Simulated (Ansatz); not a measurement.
Debugging a projected density of states of K2PdBr6, space group Fm-3m (the Python package of Ansatz (0.2.0)).

The script, `k2pdbr6_pdos.py`:
```python
from collections import Counter
import json

import ansatz as az
import matplotlib.pyplot as plt
import numpy as np

FUNCTIONAL = "LDA"
MESH = (4, 4, 4)
SMEARING = "fermi_dirac"


def main() -> None:
    cell = (
        az.Lattice.fcc(10.31313)
        .space_group(225)
        .atom("K", (0.25, 0.75, 0.75))
        .atom("Pd", (0.0, 0.0, 0.0))
        .atom("Br", (0.24099, 0.0, 0.0))
        .primitive()
    )

    base = (
        cell.calculation()
        .functional(FUNCTIONAL)
        .basis(-38 * az.Ry)
        .kpoints(*MESH)
        .occupations(SMEARING)
        .density_of_states(projected=True, energy_step=0.05)
    )
    done = base.run(events_out="events.ndjson")
    summary = done.report
    with open("events.ndjson") as stream:
        kinds = Counter(json.loads(line)["event"] for line in stream)
    print("events:", {kind: kinds[kind] for kind in ("scf_iter", "scf_done", "notice", "finished")})

    dos = done.density_of_states()
    energy = np.asarray(dos.energies_ev) - dos.fermi_ev
    curves = {}
    for site in done.projected_density_of_states().sites:
        for shell in site.shells:
            weight = sum(np.sum(curve.g_bin_mean_per_ev, axis=0) for curve in shell.curves)
            name = f"{site.species} {shell.label}"
            curves[name] = curves.get(name, 0) + weight

    window = (energy > -8) & (energy < 6)
    fig, ax = plt.subplots(figsize=(5.5, 3.5))
    for name, g in curves.items():
        if g[window].max() > 0.05:
            ax.plot(energy[window], g[window], label=name, lw=1)
            print(f"{name:8s} peak {g[window].max():7.3f} states/eV at {energy[window][g[window].argmax()]:6.2f} eV")
    ax.set(xlabel="E - E_F (eV)", ylabel="states/eV")
    ax.legend(fontsize=7)
    fig.tight_layout()
    fig.savefig("pdos.png", dpi=100)


if __name__ == "__main__":
    main()
```

```console
$ python k2pdbr6_pdos.py
Traceback (most recent call last):
  File "k2pdbr6_pdos.py", line 59, in <module>
    main()
    ~~~~^^
  File "k2pdbr6_pdos.py", line 31, in main
    done = base.run(events_out="events.ndjson")
  ...
ansatz.RefusalError: invalid value for `basis.ecutwfc`: must be finite and > 0; got -517.016338673772 eV
```
(Library frames cut from the traceback.)

What is wrong, and how is it mended?

The fault: the cutoff is negative. The correction:

```diff
--- before
+++ after
@@ -10,2 +10,3 @@
 SMEARING = "fermi_dirac"
+N_EMPTY = 24
 
@@ -25,5 +26,6 @@
         .functional(FUNCTIONAL)
-        .basis(-38 * az.Ry)
+        .basis(38 * az.Ry)
         .kpoints(*MESH)
         .occupations(SMEARING)
+        .scf(extra_bands=N_EMPTY)
         .density_of_states(projected=True, energy_step=0.05)
```

The mended script runs so:

```console
$ python k2pdbr6_pdos.py
events: {'scf_iter': 8, 'scf_done': 1, 'notice': 4, 'finished': 1}
K 4S     peak   2.110 states/eV at   5.51 eV
K 3P     peak   0.075 states/eV at  -1.79 eV
Pd 4D    peak  27.808 states/eV at  -3.94 eV
Br 4S    peak   0.960 states/eV at  -4.64 eV
Br 4P    peak  33.887 states/eV at  -0.79 eV
```

What to keep in mind:
- The run is spin-unpolarised.
- Semilocal gaps usually lie well under measured ones.
- The empty d shell of the heavier alkali and alkaline-earth atoms, which makes much of a conduction band, may have no channel.
- Peaks are the largest values inside the energy window taken; deeper bands lie outside it.
- The crystal has a gap of about 0.30 eV on the mesh; bins of finite width blur the band edges.
- The structure comes from a database of computed cells and needn't be a stable or known phase.
- Curves are summed over the cell's atoms. Only shells that the potentials hold have channels, so projections don't add up to the total, least of all where a shell is missing (p of most metals); heights and places of peaks move with the mesh.
- The density of states is complete only as far up as bands were computed.
- It ran for 23 s on 1 thread of Arm Neoverse N1, with other jobs on the host, peak memory 0.67 GiB.
